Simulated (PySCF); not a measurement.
# C8H9FNP: the cost of one run

Programs: PySCF 2.14.0, with routines of our own; each step states its level. All values are computed. Atoms count from 0.

## 1. The system as given

20 atoms, charge 0, multiplicity 1; geometry from: GFN2-xTB.

## 2. Magnetic properties: GIAO B97-2/pcSseg-1

Job settings and geometry (Å):

```
{"job": {"kind": "mag", "xc": "B97-2", "basis": "pcSseg-1", "isotopologues": 0}, "charge": 0, "multiplicity": 1}
F     -0.882354     0.619978    -2.926757
C     -1.224816     0.270478    -1.676613
C     -2.108966     0.928750    -0.940901
C     -2.350600     0.376826     0.424231
C     -1.594573    -0.957021     0.553811
P     -0.475679    -1.227926    -0.926017
N      0.994176    -0.526224    -0.363894
C      2.192043    -1.197028    -0.398640
C      3.160832    -0.399352     0.127436
C      2.539423     0.816210     0.499386
C      1.218290     0.709765     0.187408
H     -2.625385     1.816500    -1.270891
H     -3.421186     0.230479     0.582702
H     -2.013856     1.096570     1.176074
H     -2.300400    -1.789709     0.576802
H     -1.000404    -1.009818     1.467364
H      2.243887    -2.192410    -0.797182
H      4.199637    -0.640289     0.239360
H      3.021927     1.664865     0.943806
H      0.422857     1.420034     0.302508
```

With the program's defaults for keys left out, this is: GIAO B97-2/pcSseg-1 magnetisability, rotational g tensor and spin-rotation constants, non-relativistic, gas phase.

On the command line:

```bash
OMP_NUM_THREADS=1 python excited_run.py task.json out
```

One launch serves the whole session: the jobs run in the order shown.

**Question.** How long does this first job take on 1 thread of Arm Neoverse V1, shared host, and how much memory does it need?

About 64 s, with a peak of 1.1 GiB.
